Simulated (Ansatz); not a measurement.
# Mo: the cost of one run

Program: Ansatz 0.2.0. Level of theory: DFT r2SCAN, scalar-relativistic, plane waves, PAW. These are calculated values, not measurements.

1 further run of the same task is left out (set aside as unsound or not needed).

**1. The system as given**

The structure is hexagonal, space group P6/mmm (No. 191). Conventional cell: a = 2.736 Å, b = 2.736 Å, c = 2.555 Å, α = 90.00°, β = 90.00°, γ = 120.00°. Mo (site symmetry 6/mmm) has 8 Mo at 2.56 to 2.74 Å as nearest neighbours.

Coordinates:

```
Mo
1.0
     2.73551    0.00000    0.00000
    -1.36776    2.36902    0.00000
     0.00000    0.00000    2.55518
Mo
1
Direct
  0.00000 0.00000 0.50000
```

Source of the structure: the Materials Project (structure only).

**2. Quick check of gap, pressure and forces**

The input, input.yaml:

```yaml
crystal:
  lattice:
    - [2.7355103972, 0.0, 0.0]
    - [-1.3677551986, 2.3690214963, 0.0]
    - [0.0, 0.0, 2.5551807]
  atoms:
    - { symbol: Mo, position: [0.0, 0.0, 0.5] }
basis:
  ecutwfc: 500
kpoints:
  mp_grid: { grid: [9, 9, 8] }
hamiltonian:
  xc: r2scan
scf:
  occupations: { method: gaussian, width: 0.1 }
output:
  forces: true
  stress: true
  eigenvalues: true
```

Run with:

```
$ ansatz run input.yaml --threads 1 --pin off --max-ram 1228MiB --backend cpu --events-out ev --progress --plain --runs-dir out
```

**Question.** How long does this run take on 1 thread of an x86-64 CPU, shared host, and how much memory does it need?

About 2 s, with a peak of 0.44 GiB.
